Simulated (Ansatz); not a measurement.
**Ge₂C (singlet): the correlation ladder, cc-pVDZ**

An exercise on one series of results from a longer session: the logs are not shown, and one member is left open.

Method: cc-pVDZ, core rule «outside noble gas», up to 29 orbitals frozen; program: Ansatz 0.2.0, Gaussian basis.

The runs, in order: UHF; CCSD(T) on RHF; BCCD(T) on RHF; CISD; CCSDT(Q) on RHF; CCSDTQ on RHF; CASSCF and MRCISD+Q, 12 electrons in 12 orbitals; CASSCF and NEVPT2, 12 electrons in 12 orbitals.

3 further runs of the same task are left out: 3 set aside as unsound or not needed.

### The geometry

The geometry is a PBE0/def2-TZVP stationary point (not a proven minimum). No spin-orbit coupling is included. The filled d shell of Ge may be among the frozen orbitals whatever the setting's name suggests; the logs give the count.

3 atoms, charge 0, spin multiplicity 1.

Atoms are counted from 1 here; the program's logs count them from 0.

Bond lengths: Ge1–C2 1.768 Å, C2–Ge3 1.768 Å. Angles: Ge1–C2–Ge3 180.0°.

The first run:

The input, in.yaml:

```yaml
crystal:
  periodic: [false, false, false]
  atoms:
    - {symbol: Ge, position_ang: [0.000000, 0.000000, 1.767500]}
    - {symbol: C, position_ang: [0.000000, 0.000000, 0.000000]}
    - {symbol: Ge, position_ang: [0.000000, 0.000000, -1.767500]}
basis:
  gaussian: {orbitals: cc-pVDZ}
magnetization: {spin_polarized: true, initial_magnetization: 0}
hamiltonian: {xc: hf}
output: {orbitals: {seedname: orbitals}}
```

The run is started by

```bash
$ ansatz run in.yaml --threads 1 --pin off --events-out ev --progress --plain --max-ram 2816MiB --backend cpu
```

Steps of the session up to this table: UHF; CCSD(T) on RHF; BCCD(T) on RHF; CISD; CCSDT(Q) on RHF; CCSDTQ on RHF; CASSCF and MRCISD+Q, 12 electrons in 12 orbitals; CASSCF and NEVPT2, 12 electrons in 12 orbitals.

One table of the session follows, with a row left open; its other results are not shown here.

| method | from RCCSDTQ (meV) |
| --- | --- |
| RHF | +8576.8 |
| RMP2 | +1039.6 |
| RCCSD | ? |
| RCCSD(T) | +79.2 |
| BCCD(T) | +71.6 |
| RCCSDT | +62.1 |
| RCCSDT(Q) | -3.9 |
| RCCSDTQ | 0 |
| CASSCF valence | +4325.0 |
| NEVPT2 valence | +1000.5 |
| MRCISD valence | +353.4 |
| MRCISD+Q valence | +23.8 |

**Question.** Estimate the row for RCCSD.

**Answer.** from RCCSDTQ (meV): +638.5. In the column «from RCCSDTQ (meV)» it lies between MRCISD valence (+353.4) and NEVPT2 valence (+1000.5).

Not comparable, so not listed: CISD (they don't share determinant, frozen orbitals or solution with the rows shown, or repeat one).
